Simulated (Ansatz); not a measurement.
# AlRu (CsCl type): how the settings move a single-point run

Aim: see which settings change the result for AlRu (CsCl type), by how much, and at what cost.

Computed with Ansatz 0.2.0 (reference: DFT, r2SCAN, PAW with Ansatz's default frozen-core files, scalar-relativistic, unless a step's input says otherwise).

## (1) The starting structure

The structure is cubic, space group Pm-3m (No. 221). The conventional cell has a = 2.982 Å, b = 2.982 Å, c = 2.982 Å, α = 90.00°, β = 90.00°, γ = 90.00°. Around Ru (site symmetry m-3m) lie 8 Al at 2.58 Å. Al (site symmetry m-3m) has 8 Ru at 2.58 Å in its first shell of neighbours.

Structure file:

```
CELL_PARAMETERS angstrom
0.00000 0.00000 2.98202
2.98202 -2.98202 0.00000
2.98202 2.98202 0.00000
ATOMIC_POSITIONS crystal
Ru 0.00000 0.00000 0.00000
Ru 0.00000 0.50000 0.50000
Al 0.50000 0.50000 0.00000
Al 0.50000 0.00000 0.50000
```

## (2) The reference run

Contents of input.yaml:

```yaml
crystal:
  lattice:
    - [0.0, 0.0, 2.9820244748]
    - [2.9820244748, -2.9820244748, 0.0]
    - [2.9820244748, 2.9820244748, 0.0]
  atoms:
    - { symbol: Ru, position: [0.0, 0.0, 0.0] }
    - { symbol: Ru, position: [0.0, 0.5, 0.5] }
    - { symbol: Al, position: [0.5, 0.5, 0.0] }
    - { symbol: Al, position: [0.5, 0.0, 0.5] }
kpoints:
  mp_grid: { grid: [14, 10, 10] }
scf:
  occupations: { method: fermi_dirac, width: 0.05 }
hamiltonian:
  xc: r2scan
  pseudopotentials: { kind: paw }
output:
  forces: true
  stress: true
  eigenvalues: true
```

Command:

```console
$ ansatz run input.yaml --threads 2 --pin off --max-ram 4096MiB --backend cpu --events-out ev --progress --plain --runs-dir out
```

## (3) Changed: scf.algorithm direct_min

Edit input.yaml of step 2 so:

```diff
@@ -14,2 +14,3 @@
   occupations: { method: fermi_dirac, width: 0.05 }
+  algorithm: direct_min
 hamiltonian:
```

**Question.** What will these runs give? Wanted: for each run, ending; energy change; pressure; gap; force.

As calculated:

| run | ending | energy change | pressure (GPa) | gap (eV) | force (eV/Å) | cycles | time |
| --- | --- | --- | --- | --- | --- | --- | --- |
| reference | converged | 0 | 0.1 | 0.00 | 0.00 | 6 | 15 s |
| 1: scf.algorithm direct_min | converged | 0.0 meV/atom | 0.1 | 0.00 | 0.00 | 5 | 39 s |

Residual by cycle in the longest SCF loop of each run; runs are numbered as in the table. The quantity is the density residual dr2, in eV.

| cycle | reference | run 1 |
| --- | --- | --- |
| 1 | 0.0121 | 0.0122 |
| 2 | 0.0053 | 0.00277 |
| 3 | 6.6e-4 | 2.0e-4 |
| 4 | 4.8e-5 | 5.9e-8 |
| 5 | 4.0e-6 | 1.1e-8 |
| 6 | 8.4e-8 | - |

What this shows: Same state: the changed solver leaves the energy within 0.5 meV/atom. Cost: 5 SCF cycles against 6, 39 s against 15 s.
